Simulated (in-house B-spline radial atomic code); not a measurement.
**Zr⁺: a fraction of an electron removed from 4p**

How does the ωB97X energy of Zr⁺ change when part of an electron is removed from 4p?

Method: scalar-relativistic (spin-free one-electron X2C) wB97X, spin-polarised, spherical fractional occupations, Fermi nucleus, basis-set limit. Code: in-house B-spline radial atomic code version 1.

## Step 1: Starting point

* element: zirconium (Z = 40)
* charge: +1
* electrons: 39
* configuration: [Kr] 4d2 5s1
* Hamiltonian: scalar-relativistic (X2C)
* nucleus: Fermi, rms radius 4.269 fm

The outer shells:

[Kr] 4d2 5s1
```
[Kr] core
4d [↑ ][↑ ][  ][  ][  ]
5s [↑ ]
```

Where spins are not typed, each open shell is filled with up spins first.

## Step 2: The start, at fraction 0

Settings of the run:

```ini
Z = 40
electrons = 39.0
configuration = [Kr] 4d2 5s1
hamiltonian = x2c
method = wb97x
spin_polarised = True
nucleus = fermi
rms_radius = 4.2694
mass_number = 90
atomic_mass = 89.904698755
speed_of_light = 137.035999084
```

Results of the run (chosen fields of its result record, rounded):

```text
status: converged
scf [iteration, energy, orbital gradient]:
  - [1, -3595.73358629, 0.428]
  - [2, -3597.0561003, 0.159]
  - [3, -3597.89582017, 0.0309]
  - [4, -3597.93019497, 0.00828]
  - [5, -3597.9327299, 0.00418]
  - [6, -3597.93314549, 0.00105]
  - [7, -3597.9331778, 0.000316]
  - [8, -3597.93318033, 0.000119]
  - [9, -3597.93318066, 1.05e-05]
  - [10, -3597.93318068, 3.39e-06]
  - [11, -3597.93318069, 3.24e-06]
  - [12, -3597.93318069, 2.56e-06]
  - [13, -3597.9331807, 1.27e-06]
  - [14, -3597.9331807, 1.03e-06]
  - [15, -3597.9331807, 8.36e-08]
energy [hartree]: {"total": -3597.9331807, "kinetic": 3718.20703569, "nuclear": -8673.82752854, "coulomb": 1472.45159501, "exact_exchange": -23.0034998432, "xc": -91.7607830156}
orbitals [hartree, bohr; first row names the columns]:
  - ["name", "occ", "eps", "<r>", "<r^2>", "<1/r>", "r_max"]
  - ["1s up", 1.0, -656.3258, 0.036587, 0.0018164, 42.503, 0.02358]
  - ["1s down", 1.0, -656.32512, 0.036587, 0.0018164, 42.502, 0.02358]
  - ["2s up", 1.0, -91.729829, 0.16215, 0.031062, 9.4769, 0.13685]
  - ["2s down", 1.0, -91.72269, 0.16215, 0.031061, 9.4773, 0.13685]
  - ["2p up", 3.0, -81.815165, 0.14153, 0.024503, 9.0358, 0.1093]
  - ["2p down", 3.0, -81.809685, 0.14153, 0.024501, 9.0362, 0.1093]
  - ["3s up", 1.0, -15.555641, 0.45767, 0.24027, 3.1869, 0.40825]
  - ["3s down", 1.0, -15.551875, 0.45774, 0.24033, 3.186, 0.40832]
  - ["3p up", 3.0, -12.307427, 0.46143, 0.24818, 2.9918, 0.40246]
  - ["3p down", 3.0, -12.303758, 0.46147, 0.24819, 2.9912, 0.40253]
  - ["3d up", 5.0, -6.9742316, 0.45205, 0.2471, 2.7414, 0.3476]
  - ["3d down", 5.0, -6.9675522, 0.45212, 0.24711, 2.7406, 0.34774]
  - ["4s up", 1.0, -2.5022774, 1.2177, 1.6808, 1.114, 1.0834]
  - ["4s down", 1.0, -2.4571373, 1.2151, 1.675, 1.1185, 1.0796]
  - ["4p up", 3.0, -1.6523643, 1.3731, 2.1642, 0.97133, 1.1841]
  - ["4p down", 3.0, -1.5956933, 1.3634, 2.1292, 0.979, 1.1766]
  - ["4d up", 2.0, -0.35177324, 2.1646, 5.7229, 0.61913, 1.5868]
  - ["5s up", 1.0, -0.46521703, 3.4087, 13.119, 0.37664, 2.9843]
sum_r [bohr^k]: {"-1": 219.6049, "1": 27.83182, "2": 45.45415}
```

It took 3 s on 1 thread, shared host.

## Step 3: 0.12 electron removed from 4p

Changes to the settings of step 2:

```diff
@@ -1,4 +1,4 @@
 Z = 40
-electrons = 39.0
-configuration = [Kr] 4d2 5s1
+electrons = 38.88
+configuration = [Ar] 3d10 4s2 4p5.88 4d2 5s1
 hamiltonian = x2c
```

From the record:

```text
status: converged
scf [iteration, energy, orbital gradient]:
  - [1, -3595.34010643, 0.429]
  - [2, -3596.82000815, 0.17]
  - [3, -3597.69919204, 0.034]
  - [4, -3597.73635297, 0.00965]
  - [5, -3597.73913463, 0.00429]
  - [6, -3597.73958936, 0.00113]
  - [7, -3597.73962107, 0.000289]
  - [8, -3597.73962365, 0.000103]
  - [9, -3597.73962396, 1.12e-05]
  - [10, -3597.73962398, 3.39e-06]
  - [11, -3597.73962399, 3.24e-06]
  - [12, -3597.739624, 2.53e-06]
  - [13, -3597.739624, 1.24e-06]
  - [14, -3597.739624, 9.95e-07]
  - [15, -3597.739624, 8.31e-08]
energy [hartree]: {"total": -3597.739624, "kinetic": 3718.02772711, "nuclear": -8671.22855177, "coulomb": 1470.15062402, "exact_exchange": -22.9604953421, "xc": -91.7289280113}
orbitals [hartree, bohr; first row names the columns]:
  - ["name", "occ", "eps", "<r>"]
  - ["1s up", 1.0, -656.39118, 0.036587]
  - ["1s down", 1.0, -656.38974, 0.036587]
  - ["2s up", 1.0, -91.792939, 0.16215]
  - ["2s down", 1.0, -91.785005, 0.16215]
  - ["2p up", 3.0, -81.878633, 0.14153]
  - ["2p down", 3.0, -81.872101, 0.14153]
  - ["3s up", 1.0, -15.617738, 0.45766]
  - ["3s down", 1.0, -15.613082, 0.45774]
  - ["3p up", 3.0, -12.369551, 0.46141]
  - ["3p down", 3.0, -12.364801, 0.46146]
  - ["3d up", 5.0, -7.0363629, 0.45202]
  - ["3d down", 5.0, -7.0285872, 0.45206]
  - ["4s up", 1.0, -2.5604389, 1.2157]
  - ["4s down", 1.0, -2.5051973, 1.2133]
  - ["4p up", 3.0, -1.7085288, 1.3688]
  - ["4p down", 2.88, -1.6304586, 1.361]
  - ["4d up", 2.0, -0.39801032, 2.113]
  - ["5s up", 1.0, -0.49893433, 3.3542]
sum_r [bohr^k]: {"-1": 219.5399, "1": 27.48635, "2": 44.08169}
energy_minus_base [hartree]: 0.193556698
```

Wall time 2.8 s (1 thread, shared host).

energy_minus_base is the energy less that of the reference run.

## Step 4: 0.15 electron removed from 4p

Changes to the settings of step 3:

```diff
@@ -1,4 +1,4 @@
 Z = 40
-electrons = 38.88
-configuration = [Ar] 3d10 4s2 4p5.88 4d2 5s1
+electrons = 38.85
+configuration = [Ar] 3d10 4s2 4p5.85 4d2 5s1
 hamiltonian = x2c
```

From the record:

```text
status: converged
scf [iteration, energy, orbital gradient]:
  - [1, -3595.23992649, 0.429]
  - [2, -3596.76045601, 0.171]
  - [3, -3597.64936275, 0.0348]
  - [4, -3597.68723039, 0.01]
  - [5, -3597.69007826, 0.00429]
  - [6, -3597.69054267, 0.00115]
  - [7, -3597.6905743, 0.000281]
  - [8, -3597.69057688, 9.88e-05]
  - [9, -3597.69057719, 1.16e-05]
  - [10, -3597.6905772, 3.39e-06]
  - [11, -3597.69057722, 3.24e-06]
  - [12, -3597.69057722, 2.52e-06]
  - [13, -3597.69057722, 1.24e-06]
  - [14, -3597.69057723, 9.9e-07]
  - [15, -3597.69057723, 8.6e-08]
energy [hartree]: {"total": -3597.69057723, "kinetic": 3717.98210477, "nuclear": -8670.56955588, "coulomb": 1469.56771597, "exact_exchange": -22.9499718324, "xc": -91.7208702532}
orbitals [hartree, bohr; first row names the columns]:
  - ["name", "occ", "eps", "<r>"]
  - ["1s up", 1.0, -656.40776, 0.036587]
  - ["1s down", 1.0, -656.40613, 0.036587]
  - ["2s up", 1.0, -91.80895, 0.16215]
  - ["2s down", 1.0, -91.800817, 0.16215]
  - ["2p up", 3.0, -81.894733, 0.14153]
  - ["2p down", 3.0, -81.887938, 0.14153]
  - ["3s up", 1.0, -15.633491, 0.45766]
  - ["3s down", 1.0, -15.62861, 0.45773]
  - ["3p up", 3.0, -12.385309, 0.46141]
  - ["3p down", 3.0, -12.380289, 0.46146]
  - ["3d up", 5.0, -7.0521237, 0.45201]
  - ["3d down", 5.0, -7.0440736, 0.45204]
  - ["4s up", 1.0, -2.5751796, 1.2152]
  - ["4s down", 1.0, -2.5174099, 1.2129]
  - ["4p up", 3.0, -1.7227609, 1.3677]
  - ["4p down", 2.85, -1.6393384, 1.3604]
  - ["4d up", 2.0, -0.40977981, 2.101]
  - ["5s up", 1.0, -0.50749657, 3.3409]
sum_r [bohr^k]: {"-1": 219.5235, "1": 27.40226, "2": 43.7571}
energy_minus_base [hartree]: 0.242603473
```

Wall time 2.8 s (1 thread, shared host).

## Step 5: 0.34 electron removed from 4p

Changes to the settings of step 4:

```diff
@@ -1,4 +1,4 @@
 Z = 40
-electrons = 38.85
-configuration = [Ar] 3d10 4s2 4p5.85 4d2 5s1
+electrons = 38.66
+configuration = [Ar] 3d10 4s2 4p5.66 4d2 5s1
 hamiltonian = x2c
```

From the record:

```text
status: converged
scf [iteration, energy, orbital gradient]:
  - [1, -3594.59575472, 0.429]
  - [2, -3596.38063475, 0.177]
  - [3, -3597.32754861, 0.0398]
  - [4, -3597.36980494, 0.0122]
  - [5, -3597.37309495, 0.00428]
  - [6, -3597.37361709, 0.00124]
  - [7, -3597.37364885, 0.000317]
  - [8, -3597.37365142, 0.000103]
  - [9, -3597.37365169, 1.4e-05]
  - [10, -3597.3736517, 3.39e-06]
  - [11, -3597.37365172, 3.27e-06]
  - [12, -3597.37365172, 2.42e-06]
  - [13, -3597.37365172, 1.23e-06]
  - [14, -3597.37365172, 9.82e-07]
  - [15, -3597.37365173, 1.13e-07]
energy [hartree]: {"total": -3597.37365173, "kinetic": 3717.68557569, "nuclear": -8666.31633077, "coulomb": 1465.81165822, "exact_exchange": -22.8854804501, "xc": -91.6690744193}
orbitals [hartree, bohr; first row names the columns]:
  - ["name", "occ", "eps", "<r>"]
  - ["1s up", 1.0, -656.51477, 0.036587]
  - ["1s down", 1.0, -656.51192, 0.036587]
  - ["2s up", 1.0, -91.912347, 0.16215]
  - ["2s down", 1.0, -91.902961, 0.16214]
  - ["2p up", 3.0, -81.998703, 0.14153]
  - ["2p down", 3.0, -81.990238, 0.14153]
  - ["3s up", 1.0, -15.735204, 0.45763]
  - ["3s down", 1.0, -15.728895, 0.45772]
  - ["3p up", 3.0, -12.487064, 0.46138]
  - ["3p down", 3.0, -12.480312, 0.46144]
  - ["3d up", 5.0, -7.1538898, 0.45195]
  - ["3d down", 5.0, -7.144095, 0.45194]
  - ["4s up", 1.0, -2.6702306, 1.2119]
  - ["4s down", 1.0, -2.5964188, 1.2099]
  - ["4p up", 3.0, -1.8145138, 1.3609]
  - ["4p down", 2.66, -1.6971586, 1.3564]
  - ["4d up", 2.0, -0.48612851, 2.0323]
  - ["5s up", 1.0, -0.56287924, 3.2609]
sum_r [bohr^k]: {"-1": 219.4172, "1": 26.88807, "2": 41.84607}
energy_minus_base [hartree]: 0.559528972
```

It took 2.8 s on 1 thread, shared host.

## Step 6: 0.45 electron removed from 4p

Changes to the settings of step 5:

```diff
@@ -1,4 +1,4 @@
 Z = 40
-electrons = 38.66
-configuration = [Ar] 3d10 4s2 4p5.66 4d2 5s1
+electrons = 38.55
+configuration = [Ar] 3d10 4s2 4p5.55 4d2 5s1
 hamiltonian = x2c
```

From the record:

```text
status: converged
scf [iteration, energy, orbital gradient]:
  - [1, -3594.22056192, 0.429]
  - [2, -3596.16021128, 0.18]
  - [3, -3597.13632628, 0.0425]
  - [4, -3597.18093106, 0.0135]
  - [5, -3597.18448142, 0.00448]
  - [6, -3597.18503269, 0.00129]
  - [7, -3597.18506479, 0.000342]
  - [8, -3597.18506733, 0.000109]
  - [9, -3597.18506758, 1.53e-05]
  - [10, -3597.1850676, 3.39e-06]
  - [11, -3597.18506761, 3.29e-06]
  - [12, -3597.18506762, 2.33e-06]
  - [13, -3597.18506762, 1.24e-06]
  - [14, -3597.18506762, 9.87e-07]
  - [15, -3597.18506762, 1.35e-07]
energy [hartree]: {"total": -3597.18506762, "kinetic": 3717.50777145, "nuclear": -8663.79517875, "coulomb": 1463.59077499, "exact_exchange": -22.8498757005, "xc": -91.6385596193}
orbitals [hartree, bohr; first row names the columns]:
  - ["name", "occ", "eps", "<r>"]
  - ["1s up", 1.0, -656.5782, 0.036587]
  - ["1s down", 1.0, -656.57465, 0.036587]
  - ["2s up", 1.0, -91.973677, 0.16215]
  - ["2s down", 1.0, -91.963567, 0.16214]
  - ["2p up", 3.0, -82.060368, 0.14153]
  - ["2p down", 3.0, -82.050935, 0.14152]
  - ["3s up", 1.0, -15.79552, 0.45762]
  - ["3s down", 1.0, -15.788373, 0.45771]
  - ["3p up", 3.0, -12.547405, 0.46136]
  - ["3p down", 3.0, -12.539637, 0.46143]
  - ["3d up", 5.0, -7.2142359, 0.45191]
  - ["3d down", 5.0, -7.2034235, 0.45188]
  - ["4s up", 1.0, -2.726489, 1.21]
  - ["4s down", 1.0, -2.6433625, 1.2082]
  - ["4p up", 3.0, -1.8688092, 1.3569]
  - ["4p down", 2.55, -1.7317741, 1.3541]
  - ["4d up", 2.0, -0.53166336, 1.9972]
  - ["5s up", 1.0, -0.59580351, 3.2174]
sum_r [bohr^k]: {"-1": 219.3543, "1": 26.60309, "2": 40.83751}
energy_minus_base [hartree]: 0.748113077
```

Run time: 2.8 s. Hardware: 1 thread, shared host.

## Step 7: 0.5 electron removed from 4p

Changes to the settings of step 6:

```diff
@@ -1,4 +1,4 @@
 Z = 40
-electrons = 38.55
-configuration = [Ar] 3d10 4s2 4p5.55 4d2 5s1
+electrons = 38.5
+configuration = [Ar] 3d10 4s2 4p5.5 4d2 5s1
 hamiltonian = x2c
```

From the record:

```text
status: converged
scf [iteration, energy, orbital gradient]:
  - [1, -3594.05044997, 0.43]
  - [2, -3596.06013316, 0.182]
  - [3, -3597.04820984, 0.0437]
  - [4, -3597.09381431, 0.0141]
  - [5, -3597.09748153, 0.00457]
  - [6, -3597.09804479, 0.00131]
  - [7, -3597.09807706, 0.000353]
  - [8, -3597.09807959, 0.00011]
  - [9, -3597.09807984, 1.57e-05]
  - [10, -3597.09807985, 3.39e-06]
  - [11, -3597.09807986, 3.31e-06]
  - [12, -3597.09807987, 2.28e-06]
  - [13, -3597.09807987, 1.25e-06]
  - [14, -3597.09807987, 9.9e-07]
  - [15, -3597.09807987, 1.47e-07]
energy [hartree]: {"total": -3597.09807987, "kinetic": 3717.42543226, "nuclear": -8662.63586123, "coulomb": 1462.57104633, "exact_exchange": -22.8341184399, "xc": -91.6245787988}
orbitals [hartree, bohr; first row names the columns]:
  - ["name", "occ", "eps", "<r>"]
  - ["1s up", 1.0, -656.60737, 0.036587]
  - ["1s down", 1.0, -656.60349, 0.036587]
  - ["2s up", 1.0, -92.001886, 0.16215]
  - ["2s down", 1.0, -91.991447, 0.16214]
  - ["2p up", 3.0, -82.088731, 0.14153]
  - ["2p down", 3.0, -82.078856, 0.14152]
  - ["3s up", 1.0, -15.823258, 0.45761]
  - ["3s down", 1.0, -15.815727, 0.4577]
  - ["3p up", 3.0, -12.575154, 0.46135]
  - ["3p down", 3.0, -12.566921, 0.46142]
  - ["3d up", 5.0, -7.2419881, 0.4519]
  - ["3d down", 5.0, -7.2307106, 0.45185]
  - ["4s up", 1.0, -2.7523349, 1.2091]
  - ["4s down", 1.0, -2.6649675, 1.2074]
  - ["4p up", 3.0, -1.8937515, 1.3552]
  - ["4p down", 2.5, -1.7477614, 1.353]
  - ["4d up", 2.0, -0.55266256, 1.9822]
  - ["5s up", 1.0, -0.61096622, 3.1982]
sum_r [bohr^k]: {"-1": 219.3253, "1": 26.47625, "2": 40.39932}
energy_minus_base [hartree]: 0.835100825
```

Wall time 2.8 s (1 thread, shared host).

[end of part 1 of 2]
